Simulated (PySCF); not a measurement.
# Ho4N4 (Ho4N4): the cost of one run

Method: several levels, as the steps say, no spin–orbit coupling; program: PySCF 2.14.0.

2 further runs of the same task are left out: 1 for a known fault of the program, 1 that didn't finish.

## Step 1: Where the work starts

8 atoms, charge 0, spin multiplicity 1.

Bond lengths: Ho1–Ho2 3.191 Å, Ho1–Ho3 3.191 Å, Ho1–Ho4 3.191 Å, Ho1–N5 2.168 Å, Ho1–N6 2.168 Å, Ho1–N7 2.168 Å, Ho2–Ho3 3.191 Å, Ho2–Ho4 3.191 Å, Ho2–N5 2.168 Å, Ho2–N6 2.168 Å, Ho2–N8 2.168 Å, Ho3–Ho4 3.191 Å, Ho3–N5 2.168 Å, Ho3–N7 2.168 Å, Ho3–N8 2.168 Å, Ho4–N6 2.168 Å, Ho4–N7 2.168 Å, Ho4–N8 2.168 Å. Angles: Ho2–Ho1–Ho3 60.0°, Ho2–Ho1–Ho4 60.0°, Ho2–Ho1–N5 42.6°, Ho2–Ho1–N6 42.6°, Ho2–Ho1–N7 86.5°, Ho3–Ho1–Ho4 60.0°, Ho3–Ho1–N5 42.6°, Ho3–Ho1–N6 86.5°, Ho3–Ho1–N7 42.6°, Ho4–Ho1–N5 86.5°, Ho4–Ho1–N6 42.6°, Ho4–Ho1–N7 42.6°, N5–Ho1–N6 85.0°, N5–Ho1–N7 85.0°, N6–Ho1–N7 85.0°, Ho1–Ho2–Ho3 60.0°, Ho1–Ho2–Ho4 60.0°, Ho1–Ho2–N5 42.6° and more.

As a file:

```xyz
8

Ho    1.1281    1.1281    1.1281
Ho    1.1281   -1.1281   -1.1281
Ho   -1.1281    1.1281   -1.1281
Ho   -1.1281   -1.1281    1.1281
N     1.0355    1.0355   -1.0355
N     1.0355   -1.0355    1.0355
N    -1.0355    1.0355    1.0355
N    -1.0355   -1.0355   -1.0355
```

Each metal's 10 4f electrons lie in its core potential, so multiplicities, spins and levels count the valence alone. An earlier session relaxed this geometry at PBE, Ho lcecp-1-SVP with ECP56, N def2-SVP (singlet, point group Td).

At PBE on the finer grid: E = -369.587947 Eh, HOMO -3.72 eV, LUMO -1.61 eV, Mulliken charge on Ho1 +0.57 e, largest force component 0.001 eV/Å. 

Levels to run: TPSS; HF; B3LYP; PBE0; PBE, TZVP. Hardware: 4 threads of Arm Neoverse V1, shared host.

## Step 2: TPSS

Contents of run.py (the lines that set the calculation):

```python
mol = gto.M(atom='''
Ho     1.12806     1.12806     1.12806
Ho     1.12806    -1.12806    -1.12806
Ho    -1.12806     1.12806    -1.12806
Ho    -1.12806    -1.12806     1.12806
N      1.03551     1.03551    -1.03551
N      1.03551    -1.03551     1.03551
N     -1.03551     1.03551     1.03551
N     -1.03551    -1.03551    -1.03551''',
    basis={'Ho': 'lcecp-1-SVP', 'N': 'def2-SVP'},
    ecp={'Ho': 'lcecp-1-SVP'},
    charge=0, spin=0)
mf = dft.RKS(mol, xc='TPSS')
mf.grids.atom_grid = (75, 302)  # f atoms: unpruned, at least (60, 302)
mf = mf.density_fit()  # fitting sets: Ho AutoAux, N def2-universal-JKFIT
mf.conv_tol = 1e-08; mf.max_cycle = 55
mf.kernel(dm0)  # dm0: the density of the relaxed state
```

Run with:

```
$ OMP_NUM_THREADS=4 python run.py
```

**Question.** How long does this run take on 4 threads of Arm Neoverse V1, shared host?

About 26 s.
